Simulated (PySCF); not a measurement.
# Lu(OH)3: other functionals and bases at one geometry

The task here is to estimate one member of a computed series from the others.

Program: PySCF 2.14.0. Level of theory: several levels, as the steps say, no spin–orbit coupling. These are calculated values, not measurements.

5 further runs of the same task are left out: 2 for a known fault of the program, 2 that didn't finish, 1 set aside as unsound or not needed.

## The starting structure

7 atoms, charge 0, spin multiplicity 1.

Bond lengths: Lu1–O2 2.003 Å, Lu1–O4 2.003 Å, Lu1–O6 2.003 Å, O2–H3 0.957 Å, O4–H5 0.957 Å, O6–H7 0.957 Å. Angles: O2–Lu1–O4 120.0°, O2–Lu1–O6 120.0°, O4–Lu1–O6 120.0°, Lu1–O2–H3 179.9°, Lu1–O4–H5 179.9°, Lu1–O6–H7 179.9°.

Coordinates:

```xyz
7
charge 0, multiplicity 1
Lu    0.00000    0.00000    0.13877
O     2.00295    0.00001    0.14408
H     2.95965    0.00001    0.14874
O    -1.00148    1.73460    0.14408
H    -1.47983    2.56312    0.14874
O    -1.00147   -1.73461    0.14408
H    -1.47981   -2.56313    0.14874
```

Formal oxidation states: Lu +3. Each metal's 14 4f electrons lie in its core potential, so multiplicities, spins and levels count the valence alone. An earlier session relaxed this geometry at r2SCAN, Lu lcecp-1-SVP with ECP60, O def2-SVP, H def2-SVP (singlet, point group D3h).

At r2SCAN on the finer grid: E = -267.391274 Eh, HOMO -6.34 eV, LUMO -1.65 eV, Mulliken charge on Lu1 +0.99 e, largest force component 0.006 eV/Å. 

Levels to run: HF; wB97X; PBE0; TPSSh; r2SCAN, TZVP. Hardware: 2 threads of Intel Xeon Platinum 8488C (Sapphire Rapids), shared host.

The first run:

run.py (the lines that set the calculation) reads:

```python
mol = gto.M(atom='''
Lu     0.00000     0.00000     0.13877
O      2.00295     0.00001     0.14408
H      2.95965     0.00001     0.14874
O     -1.00148     1.73460     0.14408
H     -1.47983     2.56312     0.14874
O     -1.00147    -1.73461     0.14408
H     -1.47981    -2.56313     0.14874''',
    basis={'Lu': 'lcecp-1-SVP', 'O': 'def2-SVP', 'H': 'def2-SVP'},
    ecp={'Lu': 'lcecp-1-SVP'},
    charge=0, spin=0)
mf = scf.RHF(mol)
mf = mf.density_fit()  # fitting sets: Lu AutoAux, O def2-universal-JKFIT, H def2-universal-JKFIT
mf.conv_tol = 1e-08; mf.max_cycle = 55
mf.kernel(dm0)  # dm0: the density of the relaxed state
```

On the command line:

```sh
$ OMP_NUM_THREADS=2 python run.py
```

Steps of the session up to this table: HF; wB97X; PBE0; TPSSh; r2SCAN, TZVP.

One table of the session follows, with a row left open; its other results are not shown here.

```
                level  HOMO (eV)  gap (eV)  charge on Lu1 (e)  largest force component (eV/Å)
r2SCAN (relaxed here)      -6.34      4.69               0.99                            0.01
                   HF     -12.01     12.98               1.50                            1.50
                wB97X     -10.16     10.64               1.01                            0.23
                 PBE0      -7.67      6.33               1.01                            0.15
                TPSSh          ?         ?                  ?                               ?
         r2SCAN, TZVP      -6.59      4.90               1.64                            0.26
```

Estimate the missing values for TPSSh.

As computed: HOMO (eV): -6.72; gap (eV): 5.19; charge on Lu1 (e): 0.98; largest force component (eV/Å): 0.15. In the column «HOMO (eV)» it lies between PBE0 (-7.67) and r2SCAN, TZVP (-6.59).

In one basis the HOMO–LUMO gap runs from 4.69 eV (r2SCAN) to 12.98 eV (HF). The largest leftover force, 1.50 eV/Å with HF, stands at a geometry relaxed at another level. With 4f in the core, its levels are missing from HOMO and gap, and its count is fixed, so no charge can pass from the ligands into it. Total energies of different levels can't be compared.
